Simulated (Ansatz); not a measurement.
# TiBr2Cl2: geometry, orbitals and charge

What does TiBr2Cl2 look like as a singlet, and where do its frontier electrons sit?

Program: Ansatz 0.2.0, Gaussian basis. Level of theory: RKS PBE0-D4/def2-TZVP. These are calculated values, not measurements.

Levels to be run: relaxation at PBE-D4/def2-SVP; a single point at PBE0-D4/def2-TZVP.

2 further runs of the same task are left out: 2 set aside as unsound or not needed.

## 1. Starting geometry

5 atoms, charge 0, spin multiplicity 1.

Atoms are counted from 1 here; the program's logs count them from 0.

Bond lengths: Ti1–Br2 2.338 Å, Ti1–Br3 2.338 Å, Ti1–Cl4 2.107 Å, Ti1–Cl5 2.107 Å. Angles: Br2–Ti1–Br3 105.0°, Br2–Ti1–Cl4 109.8°, Br2–Ti1–Cl5 109.8°, Br3–Ti1–Cl4 109.8°, Br3–Ti1–Cl5 109.8°, Cl4–Ti1–Cl5 112.5°.

As a file:

```xyz
5

Ti   -0.0827    0.0003   -0.0580
Br    0.0184   -0.0151    2.2778
Br    2.1477    0.0084   -0.7592
Cl   -1.0443    1.7549   -0.7187
Cl   -1.0389   -1.7484   -0.7419
```

Formally the metal is d0. No spin-orbit coupling is included.

The start is a GFN2-xTB geometry.

## 2. Relaxation at PBE-D4/def2-SVP

File in.yaml:

```yaml
crystal:
  periodic: [false, false, false]
  atoms:
    - {symbol: Ti, position_ang: [-0.082740, 0.000260, -0.057980]}
    - {symbol: Br, position_ang: [0.018360, -0.015110, 2.277790]}
    - {symbol: Br, position_ang: [2.147660, 0.008360, -0.759180]}
    - {symbol: Cl, position_ang: [-1.044340, 1.754890, -0.718690]}
    - {symbol: Cl, position_ang: [-1.038940, -1.748410, -0.741940]}
basis:
  gaussian: {orbitals: def2-SVP}
hamiltonian: {xc: pbe, dispersion: d4}
scf: {lower_state_search: "off"}
output: {orbitals: {seedname: orbitals}}
relax: {f_tol: 0.02, max_steps: 100}
```

The run is started by

```
$ ansatz run in.yaml --threads 2 --pin off --events-out ev --progress --plain --max-ram 32768MiB --backend cpu
```

Further steps of the session: Single point, PBE0-D4/def2-TZVP.

Q: Predict the results of all the runs planned. Wanted: point group; near neighbours of the metal; HOMO, LUMO at PBE0-D4/def2-TZVP; charge on the metal; dipole at PBE-D4/def2-SVP.

**Answer**, as computed:

| quantity | value |
| --- | --- |
| point group | C2v |
| near neighbours of the metal | Br 2.33, Br 2.33, Cl 2.17, Cl 2.17 Å |
| HOMO, LUMO at PBE0-D4/def2-TZVP | -8.93, -3.82 eV |
| charge on the metal (Mulliken, PBE0-D4/def2-TZVP) | +1.02 e |
| dipole at PBE-D4/def2-SVP | 0.19 D |

The molecule keeps its bonding pattern by the stored test; the atoms moved 0.04 Å (rms). The metal has 4 near neighbours by the distance rule, from 2.17 to 2.33 Å. The Mulliken charge of the metal, +1.02 e, depends on the basis and isn't its oxidation state. No usable vibrations, so a minimum isn't proven. The HOMO lies nearest to Br2, Br3 about 45 % each and the LUMO to Ti1 77 %; Br2, Br3 about 7 % each. Whether this spin is the lowest isn't tested here.
